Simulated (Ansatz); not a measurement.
# ZnHCl (SMILES [Cl][ZnH]): functionals against CCSD(T) at one geometry

One table from this session's results is given with a row withheld; the runs are named, their logs left out.

Program: Ansatz 0.2.0, Gaussian basis. Level of theory: single points in def2-TZVPP. These are calculated values, not measurements.

Correlated methods freeze the cores. The 3s and 3p shells of Cu and Zn are frozen; filled d shells are correlated.

### The starting structure

SMILES `[Cl][ZnH]`, 3 atoms, charge 0, spin multiplicity 1.

Atoms are counted from 1 here; the program's logs count them from 0.

Bond lengths: Cl1–Zn2 2.166 Å, Zn2–H3 1.581 Å. Angles: Cl1–Zn2–H3 178.1°.

Geometry (Å):

```xyz
3

Cl    1.6700   -0.6056    0.8695
Zn   -0.1672    0.0248   -0.0890
H    -1.5215    0.5106   -0.7447
```

Set-up of the first run:

run/in.yaml reads:

```yaml
crystal:
  periodic: [false, false, false]
  atoms:
    - {symbol: Cl, position_ang: [1.670000, -0.605600, 0.869500]}
    - {symbol: Zn, position_ang: [-0.167200, 0.024800, -0.089000]}
    - {symbol: H, position_ang: [-1.521500, 0.510600, -0.744700]}
basis:
  gaussian: {orbitals: def2-TZVPP}
correlation: {method: ccsd_t, frozen_orbitals: {Cl: 5, H: 0, Zn: 9}}
output: {forces: true}
```

The command line of these runs was not kept.

Steps of the session up to this table: CCSD(T)/def2-TZVPP; PBE0-D4/def2-TZVPP; wB97M-V/def2-TZVPP; r2SCAN-D4/def2-TZVPP; PBE-D4/def2-TZVPP; wB97X-V/def2-TZVPP; CAM-B3LYP-D4/def2-TZVPP.

One of the session's tables, all rows but one given; the rest of the session is left out.

| method | RMS force component (eV/Å) | angle to CCSD(T) forces (°) | dipole (D) |
| --- | --- | --- | --- |
| CCSD(T) | 0.404 | reference | 1.89 |
| PBE0-D4 | 0.401 | 9.5 | 1.95 |
| wB97M-V | 0.420 | 3.3 | 1.94 |
| r2SCAN-D4 | 0.471 | 6.1 | 1.93 |
| PBE-D4 | ? | ? | ? |
| wB97X-V | 0.428 | 9.7 | 1.96 |
| CAM-B3LYP-D4 | 0.443 | 5.9 | 1.97 |

Estimate the missing values for PBE-D4.

As computed: RMS force component (eV/Å): 0.369; angle to CCSD(T) forces (°): 3.3; dipole (D): 1.83. In the column «RMS force component (eV/Å)» it is the lowest.
